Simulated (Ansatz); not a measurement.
# AlH₉O₃Si₃: basis-set convergence

One table from this session's results is given with a row withheld; the runs are named, their logs left out.

Program: Ansatz 0.2.0, Gaussian basis. Level of theory: one geometry, several basis sets. These are calculated values, not measurements.

The runs, in order: PBE0-D4/def2-SVP; ωB97M-V/def2-SVP; PBE0-D4/def2-QZVPP; ωB97M-V/def2-QZVPP; the functionals' def2-TZVPP values are taken from earlier runs.

### Structure used throughout

An earlier PBE0-D4 in a triple-zeta def2 set relaxation fixed the geometry.

SMILES `[SiH3][O][Al]([O][SiH3])[O][SiH3]`, 16 atoms, charge 0, spin multiplicity 1.

Atoms are counted from 1 here; the program's logs count them from 0.

Bond lengths: Si1–O2 1.624 Å, Si1–H8 1.486 Å, Si1–H9 1.488 Å, Si1–H10 1.487 Å, O2–Al3 1.669 Å, Al3–O4 1.669 Å, Al3–O6 1.668 Å, O4–Si5 1.624 Å, Si5–H11 1.486 Å, Si5–H12 1.487 Å, Si5–H13 1.488 Å, O6–Si7 1.624 Å, Si7–H14 1.486 Å, Si7–H15 1.488 Å, Si7–H16 1.487 Å. Angles: O2–Si1–H8 109.7°, O2–Si1–H9 110.6°, O2–Si1–H10 109.7°, H8–Si1–H9 108.8°, H8–Si1–H10 109.0°, H9–Si1–H10 108.8°, Si1–O2–Al3 167.9°, O2–Al3–O4 120.0°, O2–Al3–O6 120.0°, O4–Al3–O6 120.0°, Al3–O4–Si5 167.0°, O4–Si5–H11 109.7°, O4–Si5–H12 109.7°, O4–Si5–H13 110.7°, H11–Si5–H12 109.0°, H11–Si5–H13 108.8°, H12–Si5–H13 108.8°, Al3–O6–Si7 168.3° and more.

The first run:

File in.yaml:

```yaml
crystal:
  periodic: [false, false, false]
  atoms:
    - {symbol: Si, position_ang: [2.713965, -0.092744, 1.811712]}
    - {symbol: O, position_ang: [1.461384, -0.099704, 0.778399]}
    - {symbol: Al, position_ang: [-0.009634, 0.002210, -0.002600]}
    - {symbol: O, position_ang: [-0.125944, -0.397696, -1.618512]}
    - {symbol: Si, position_ang: [0.121702, -0.855037, -3.156932]}
    - {symbol: O, position_ang: [-1.364698, 0.503675, 0.831537]}
    - {symbol: Si, position_ang: [-2.838022, 0.941652, 1.355107]}
    - {symbol: H, position_ang: [3.429654, -1.393673, 1.741958]}
    - {symbol: H, position_ang: [2.242331, 0.121214, 3.206199]}
    - {symbol: H, position_ang: [3.656352, 0.999086, 1.451189]}
    - {symbol: H, position_ang: [-0.793507, -1.974609, -3.501116]}
    - {symbol: H, position_ang: [-0.145545, 0.287924, -4.069130]}
    - {symbol: H, position_ang: [1.525881, -1.306003, -3.351402]}
    - {symbol: H, position_ang: [-3.173673, 0.193038, 2.594642]}
    - {symbol: H, position_ang: [-3.869385, 0.649139, 0.323897]}
    - {symbol: H, position_ang: [-2.853562, 2.398828, 1.649252]}
basis:
  gaussian: {orbitals: def2-SVP}
hamiltonian: {xc: pbe0, dispersion: d4}
output: {orbitals: {seedname: orbitals}}
```

Command:

```
> ansatz run in.yaml --threads 2 --pin off --events-out ev --progress --plain --max-ram 22528MiB --backend cpu
```

Steps of the session up to this table: PBE0-D4 in def2-SVP; ωB97M-V in def2-SVP; PBE0-D4 in def2-QZVPP; ωB97M-V in def2-QZVPP.

One of the session's tables, all rows but one given; the rest of the session is left out.

| functional | basis | HOMO (eV) |
| --- | --- | --- |
| PBE0-D4 | def2-SVP | -8.51 |
| PBE0-D4 | def2-TZVPP | -8.62 |
| PBE0-D4 | def2-QZVPP | -8.63 |
| ωB97M-V | def2-SVP | -10.78 |
| ωB97M-V | def2-TZVPP | -10.93 |
| ωB97M-V | def2-QZVPP | ? |

Q: Estimate the row for ωB97M-V, def2-QZVPP from the others.

The run gave: HOMO (eV): -10.95. In the column «HOMO (eV)» it is the lowest.
